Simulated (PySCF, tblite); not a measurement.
# C3H8FSi3 radical: geometry, infrared bands and EPR parameters

What infrared bands and EPR parameters should C3H8FSi3 radical (`FCC#C[Si]([SiH3])[SiH3]`) show?

The runs use tblite 0.8.0 and PySCF 2.14.0, with density-fitted response routines of our own; the level of theory stands in each step. All values are computed, except where a source is named. Atoms are numbered from 0 throughout.

## Step 1: The starting structure

15 atoms, charge 0, multiplicity 2; geometry from: force field or distance geometry start.

Bonds of the start (Å): F0–C1 1.39, C1–C2 1.46, C2–C3 1.23, C3–Si4 1.81, Si4–Si5 2.22, Si4–Si6 2.25, C1–H7 1.12, C1–H8 1.12, Si5–H9 1.48, Si5–H10 1.49, Si5–H11 1.48, Si6–H12 1.47, Si6–H13 1.46, Si6–H14 1.47.

## Step 2: Relaxing the molecule with GFN2-xTB

Job settings and geometry (Å):

```
{"job": {"kind": "relax", "xc": "GFN2-xTB", "basis": "xTB"}, "charge": 0, "multiplicity": 2}
F      2.478900     1.763400     2.199400
C      2.933800     1.025000     1.119200
C      1.834300     0.497600     0.311400
C      0.905600     0.072200    -0.369700
Si    -0.484000    -0.563400    -1.346100
Si    -1.478200    -2.312600    -0.400800
Si    -1.872000     1.182300    -1.628700
H      3.588700     1.711600     0.526100
H      3.474400     0.129700     1.507800
H     -2.950900    -2.295700    -0.573300
H     -0.934700    -3.581500    -0.955900
H     -1.176000    -2.314100     1.049600
H     -1.011300     2.290000    -2.071900
H     -2.927700     0.867400    -2.593700
H     -2.385300     1.536000    -0.301100
```

Launch:

```sh
> OMP_NUM_THREADS=1 python probes_run.py task.json out
```

One launch serves the whole session: the jobs run in the order shown.

Log:

```text
step      E/eV     max force
  0    -551.74517    2.328
  1    -551.77668    4.212
  2    -551.87255    0.423
  3    -551.88735    0.419
  4    -551.92447    0.401
  5    -551.94595    0.386
  6    -551.96548    0.338
  7    -551.97602    0.319
  8    -551.98758    0.323
  9    -551.99773    0.300
 10    -552.00663    0.281
 11    -552.01242    0.179
 12    -552.01682    0.192
 13    -552.02167    0.176
 14    -552.02653    0.248
 15    -552.03044    0.245
 16    -552.03345    0.161
 17    -552.03586    0.129
 18    -552.03785    0.122
 19    -552.03955    0.126
 20    -552.04087    0.110
 21    -552.04205    0.102
 22    -552.04348    0.114
 23    -552.04540    0.143
 24    -552.04803    0.159
 25    -552.05137    0.173
 26    -552.05488    0.175
 27    -552.05779    0.176
 28    -552.05966    0.101
 29    -552.06081    0.092
 30    -552.06189    0.084
 31    -552.06324    0.115
 32    -552.06479    0.104
 33    -552.06621    0.080
 34    -552.06719    0.062
 35    -552.06790    0.062
 36    -552.06865    0.066
 37    -552.06961    0.086
 38    -552.07088    0.101
 39    -552.07243    0.103
 40    -552.07402    0.124
 41    -552.07540    0.099
 42    -552.07647    0.087
 43    -552.07730    0.077
 44    -552.07815    0.090
 45    -552.07897    0.094
 46    -552.07955    0.055
 47    -552.07995    0.045
 48    -552.08030    0.058
 49    -552.08073    0.073
 50    -552.08128    0.073
 51    -552.08174    0.050
 52    -552.08196    0.021
 53    -552.08205    0.026
 54    -552.08212    0.022
 55    -552.08222    0.027
 56    -552.08234    0.029
 57    -552.08244    0.023
 58    -552.08254    0.023
 59    -552.08262    0.025
 60    -552.08270    0.022
 61    -552.08277    0.019
 62    -552.08281    0.014
 63    -552.08284    0.014
 64    -552.08287    0.013
 65    -552.08291    0.016
 66    -552.08295    0.015
 67    -552.08299    0.016
 68    -552.08302    0.018
 69    -552.08307    0.022
 70    -552.08314    0.029
 71    -552.08323    0.029
 72    -552.08331    0.020
 73    -552.08337    0.018
 74    -552.08341    0.022
 75    -552.08350    0.030
 76    -552.08367    0.050
 77    -552.08396    0.066
 78    -552.08431    0.058
 79    -552.08459    0.034
 80    -552.08473    0.027
 81    -552.08481    0.025
 82    -552.08492    0.039
 83    -552.08514    0.047
 84    -552.08550    0.054
 85    -552.08590    0.052
 86    -552.08618    0.037
 87    -552.08631    0.034
 88    -552.08639    0.033
 89    -552.08646    0.028
 90    -552.08665    0.020
 91    -552.08678    0.020
 92    -552.08690    0.025
 93    -552.08699    0.023
 94    -552.08705    0.017
 95    -552.08711    0.014
 96    -552.08715    0.016
 97    -552.08718    0.012
 98    -552.08722    0.015
 99    -552.08726    0.015
100    -552.08729    0.014
101    -552.08733    0.014
102    -552.08737    0.020
103    -552.08743    0.028
104    -552.08752    0.035
105    -552.08763    0.047
106    -552.08771    0.047
107    -552.08778    0.021
108    -552.08783    0.038
109    -552.08791    0.029
110    -552.08806    0.035
111    -552.08840    0.045
112    -552.08863    0.046
113    -552.08879    0.031
114    -552.08890    0.026
115    -552.08898    0.029
116    -552.08907    0.030
117    -552.08921    0.030
118    -552.08941    0.036
119    -552.08967    0.051
120    -552.08996    0.056
121    -552.09031    0.048
122    -552.09060    0.029
123    -552.09072    0.018
124    -552.09073    0.018
125    -552.09074    0.017
126    -552.09078    0.011
127    -552.09079    0.009
```

Wall time 0.91 s (1 thread of Arm Neoverse V2, shared host); peak memory 0.18 GiB.

Relaxation path: (not every step is listed)

```csv
step,energy from step 0 (eV),largest force (eV/Å)
0,0.0000,2.3280
1,-0.0315,4.2124
2,-0.1274,0.4235
3,-0.1422,0.4194
4,-0.1793,0.4011
5,-0.2008,0.3861
6,-0.2203,0.3380
7,-0.2308,0.3193
8,-0.2424,0.3231
19,-0.2944,0.1263
30,-0.3167,0.0835
41,-0.3302,0.0988
52,-0.3368,0.0214
63,-0.3377,0.0144
74,-0.3382,0.0220
85,-0.3407,0.0525
96,-0.3420,0.0159
107,-0.3426,0.0214
118,-0.3442,0.0361
122,-0.3454,0.0289
123,-0.3456,0.0185
124,-0.3456,0.0179
125,-0.3456,0.0168
126,-0.3456,0.0114
127,-0.3456,0.0094
```

Distances of close pairs at the start and the end, largest changes first:

```csv
bond,before (Å),after (Å),change (Å)
Si4–Si5,2.223,2.305,+0.082
Si4–Si6,2.248,2.304,+0.056
C3–Si4,1.813,1.843,+0.030
C1–H7,1.119,1.098,-0.021
Si5–H10,1.488,1.467,-0.020
C1–H8,1.116,1.098,-0.018
C2–C3,1.228,1.211,-0.017
C1–C2,1.463,1.448,-0.015
```

The end geometry stands in the next job.

## Step 3: Harmonic vibrations with GFN2-xTB

Job settings and geometry (Å):

```
{"job": {"kind": "ir", "xc": "GFN2-xTB", "basis": "xTB"}, "charge": 0, "multiplicity": 2}
F      2.686644     1.409820     2.339677
C      3.010943     0.894143     1.097273
C      1.829609     0.487499     0.365502
C      0.799866     0.165201    -0.184154
Si    -0.692143    -0.392936    -1.110927
Si    -1.361759    -2.434690    -0.276774
Si    -1.982203     1.431429    -1.673507
H      3.553644     1.684872     0.563325
H      3.671350     0.036197     1.278533
H     -2.610052    -2.802760    -0.958079
H     -0.367638    -3.469361    -0.584064
H     -1.633201    -2.524499     1.162977
H     -1.246897     2.354934    -2.543581
H     -3.137929     0.931160    -2.430914
H     -2.524649     2.236979    -0.572856
```

Log:

```text
mode    cm-1     km/mol
  1      17.9      5.02
  2      47.4      0.84
  3      51.6      0.69
  4      56.2      0.60
  5      58.6      0.19
  6      80.0      2.24
  7     126.7      4.61
  8     187.0     37.07
  9     228.2      6.74
 10     291.8      7.19
 11     355.7      2.64
 12     372.3     37.55
 13     405.6     81.48
 14     423.3      9.21
 15     439.0     37.36
 16     491.5      3.09
 17     542.3     10.82
 18     610.7      3.39
 19     748.9   1437.40
 20     794.8    211.79
 21     798.9      8.53
 22     808.3    323.17
 23     830.8     53.47
 24     836.8    201.54
 25     943.4      0.42
 26     962.5    100.73
 27    1080.0     30.48
 28    1187.8      4.11
 29    1291.6     44.49
 30    1405.7      0.62
 31    2184.8     40.30
 32    2193.6    540.10
 33    2195.2    119.09
 34    2202.0    488.10
 35    2208.4    173.95
 36    2218.8    319.77
 37    2234.4     41.98
 38    2900.9     18.61
 39    2911.7     31.96
```

It took 0.56 s on 1 thread of Arm Neoverse V2, shared host; peak memory 0.18 GiB.

The strongest bands and the atoms that carry them (share of the mass-weighted mode):

```csv
cm⁻¹,km/mol,atoms
749,1437.4,"H13 18 %, H9 18 %, H10 16 %, H12 16 %"
795,211.8,"H12 21 %, H13 20 %, H10 18 %, H9 16 %"
808,323.2,"H13 24 %, H9 21 %, H12 17 %, H10 17 %"
837,201.5,"H14 28 %, H11 25 %, H12 13 %, H10 11 %"
2194,540.1,"H11 45 %, H13 23 %, H9 18 %"
2202,488.1,"H9 30 %, H14 25 %, H11 24 %, H13 15 %"
2208,173.9,"H10 69 %, H12 15 %, H11 10 %"
2219,319.8,"H12 74 %, H10 11 %"
```

## Step 4: EPR parameters: B3LYP/pcH-1

Settings changed since step 3:

```diff
@@ -1,2 +1,2 @@
-{"job": {"kind": "ir", "xc": "GFN2-xTB", "basis": "xTB"}, "charge": 0, "multiplicity": 2}
+{"job": {"kind": "epr", "basis": "pcH-1"}, "charge": 0, "multiplicity": 2}
 F      2.686644     1.409820     2.339677
```

Method: UKS B3LYP, pcH-1 on C F H Si, non-relativistic, mean-field spin-orbit, GIAO.

Log:

```text
UKS, coarse grid
  cycle   1  E = -1087.31690449  |g| = 4.57e-01
  cycle   2  E = -1087.22787894  |g| = 6.56e-01
  cycle   3  E = -1087.39536172  |g| = 5.88e-02
  cycle   4  E = -1087.39558330  |g| = 4.94e-02
  cycle   5  E = -1087.39676640  |g| = 1.53e-02
  cycle   6  E = -1087.39689217  |g| = 3.57e-03
  cycle   7  E = -1087.39689869  |g| = 1.55e-03
  cycle   8  E = -1087.39690067  |g| = 5.87e-04
UKS, final grid
  cycle   1  E = -1087.39692591  |g| = 7.61e-04
  cycle   2  E = -1087.39692530  |g| = 1.41e-03
  cycle   3  E = -1087.39692627  |g| = 3.09e-04
  cycle   4  E = -1087.39692633  |g| = 1.01e-04
  cycle   5  E = -1087.39692635  |g| = 7.35e-05
  cycle   6  E = -1087.39692636  |g| = 1.98e-05
  cycle   7  E = -1087.39692636  |g| = 4.51e-06
E = -1087.39692636 Eh   <S^2> = 0.7564 (exact 0.7500)
g shifts (ppm)      1          2          3
  rmc          -128       -128       -128
  gc             17         48         37
  oz_so        -195       1213       4999
  total        -305       1134       4909
hyperfine (MHz)  atom isotope    a_iso     a_fc   dipolar eigenvalues
    0   19F      62.34      62.14    -21.51    -20.51     42.02
    1   13C      -4.22      -4.22     -0.40     -0.22      0.63
    2   13C      15.11      15.16    -16.04    -12.29     28.33
    3   13C     -20.27     -20.29     -9.18      0.38      8.80
    4  29Si    -278.25    -279.19   -161.43     80.69     80.74
    5  29Si      -6.01      -6.01     -3.70      0.42      3.28
    6  29Si      -5.36      -5.37     -3.59      0.27      3.32
    7    1H       5.97       5.97     -1.55     -0.88      2.42
    8    1H       3.07       3.07     -1.48     -1.00      2.48
    9    1H      -2.99      -2.99     -2.13     -1.17      3.30
   10    1H      11.42      11.42     -2.13     -1.11      3.24
   11    1H      62.53      62.53     -1.93     -0.34      2.27
   12    1H       8.02       8.02     -2.11     -1.09      3.19
   13    1H      -2.98      -2.98     -2.22     -1.15      3.36
   14    1H      66.95      66.95     -1.98     -0.26      2.25
```

Wall time 87 s (1 thread of Arm Neoverse V2, shared host); peak memory 0.95 GiB.

Principal g values 2.00201, 2.00345, 2.00723; g(iso) = 2.00423, against 2.00232 for a free electron.

Hyperfine couplings; where a row names several nuclei, a(iso) is their mean (it holds for fast rotation or exchange) and the dipolar term the largest among them:

```csv
nuclei,isotope,a(iso) (MHz),"a(iso) (G, at g = 2.0023)",largest dipolar term (MHz)
Si4,29Si,-278.2,-99.3,-161.4
F0,19F,62.3,22.2,42.0
"H9, H10, H11, H12, H13, H14",1H,23.8,8.5,3.4
C3,13C,-20.3,-7.2,-9.2
C2,13C,15.1,5.4,28.3
"Si5, Si6",29Si,-5.7,-2.0,-3.7
"H7, H8",1H,4.5,1.6,2.5
C1,13C,-4.2,-1.5,0.6
```

Mulliken spin populations:

F0 0.01; C1 -0.01; C2 0.19; C3 -0.14; Si4 0.90; Si5 -0.01; Si6 -0.01; H7 0.00; H8 0.00; H9 0.00; H10 0.00; H11 0.03; H12 0.00; H13 0.00; H14 0.03

In first order the couplings over 0.8 MHz of 19F, 1H give 42 distinct lines over 76.5 G, if the averaged nuclei exchange fast; the same motion can average rows kept apart here too.

Orbitals, density, ELF and potential are computed afterwards from the orbital file.

ELF in a plane through or near 9 of the atoms.

Ten even steps from '0' (0.00) to '9' (1.00):
```
0000000000000000000000000000
0000000000000000000000000000
0000000000000013531000000000
0000000000000169984000000000
0000000000000279996235400000
0000000000000048621899960000
0001797000100014111999971000
0008999303442017864799940000
0007999536776633697111100000
0001575582763945714100000000
0002797682863943336100000000
0018999526776535897357730000
0007999203442015721899981000
0000473000100014312899992000
0000000000000049974699960000
0000000000000289998112100000
0000000000000059995000000000
0000000000000002431000000000
0000000000000000000000000000
0000000000000000000000000000
```
The map spans 12.9 Å across and 11.4 Å up, centred on the molecule. Atoms in the plane (x, y in Å): C1 (-3.4, 0.0), C2 (-2.0, 0.0), C3 (-0.8, 0.0), Si4 (1.1, 0.0), Si6 (2.0, -2.0), H7 (-3.9, -0.9), H8 (-3.8, 0.9), H9 (3.3, 2.1), H13 (3.4, -2.0).

log10 of the density (e/Å³) in the same plane.

Values, 10 rows by 14 columns:
```
-4.0 -4.0 -4.0 -4.0 -4.0 -4.0 -4.0 -4.0 -3.7 -3.9 -4.0 -4.0 -4.0 -4.0
-4.0 -4.0 -4.0 -4.0 -4.0 -4.0 -3.4 -2.5 -2.0 -2.3 -2.9 -3.6 -4.0 -4.0
-4.0 -4.0 -4.0 -4.0 -4.0 -4.0 -2.7 -1.4 -0.2 -0.8 -1.5 -2.3 -3.2 -4.0
-4.0 -3.1 -2.0 -1.7 -2.3 -2.0 -2.0 -1.3 -0.3 -0.1 -0.2 -1.4 -2.7 -4.0
-4.0 -2.3 -0.7  0.0 -0.6 -0.4 -0.4 -0.6 -0.2 -0.7 -1.5 -2.3 -3.3 -4.0
-4.0 -2.3 -0.7  0.2  0.0  0.2  0.2 -0.2  0.6 -0.7 -1.8 -2.5 -3.4 -4.0
-4.0 -2.6 -1.3 -0.9 -1.6 -1.4 -1.4 -1.2 -0.4 -0.3 -0.3 -1.3 -2.6 -4.0
-4.0 -3.9 -3.2 -3.1 -3.3 -3.1 -2.6 -1.4 -0.1 -0.4 -0.7 -1.5 -2.7 -4.0
-4.0 -4.0 -4.0 -4.0 -4.0 -4.0 -3.2 -2.1 -1.3 -1.6 -2.4 -3.1 -3.9 -4.0
-4.0 -4.0 -4.0 -4.0 -4.0 -4.0 -4.0 -3.5 -3.1 -3.2 -3.8 -4.0 -4.0 -4.0
```
The map spans 12.9 Å across and 11.4 Å up, centred on the molecule. Atoms in the plane (x, y in Å): C1 (-3.4, 0.0), C2 (-2.0, 0.0), C3 (-0.8, 0.0), Si4 (1.1, 0.0), Si6 (2.0, -2.0), H7 (-3.9, -0.9), H8 (-3.8, 0.9), H9 (3.3, 2.1), H13 (3.4, -2.0).

On the surface of density 0.002 e/bohr³ the electrostatic potential runs, from the 1st to the 99th percentile, from -1.02 V near F0 to 1.21 V near H9.

The spin density lies nearest to Si4 59 %; C2 12 %; C3 8 % (both signs).

## Step 5: Outcome

| quantity | value |
| --- | --- |
| strongest single infrared mode (GFN2-xTB) | 749 cm⁻¹, 1437 km/mol |
| zero-point energy (GFN2-xTB) | 53.9 kcal/mol |
| g(iso) (B3LYP) | 2.00423 |
| ⟨S²⟩ | 0.756 (exact 0.75) |
| largest a(iso) (averaged by class) | 29Si on Si4, -278.2 MHz |
| potential on the surface of density 0.002 e/bohr³, 1st and 99th percentile | -1.02 V and 1.21 V |

In words: The optimisation took 127 steps and gained 0.346 eV; among the close pairs (by a distance rule), Si4–Si5 changed most, from 2.223 to 2.305 Å. All 39 modes are real, so the xTB geometry is a minimum. The strongest single mode, at 749 cm⁻¹, has its largest shares on H13, H9, H10 and H12 (the list is cut at 4 atoms). Unscaled tight-binding wavenumbers are off by several per cent, some by more. Its intensities can rank the bands wrongly. Most of the unpaired spin sits on Si4 (0.90 e). The isotropic g lies 1.9 ppt above the free-electron value. These values are for one conformer; the search (at its own cheap level) found 1 more, at 0.17 kcal/mol, and measured spectra average over such forms.
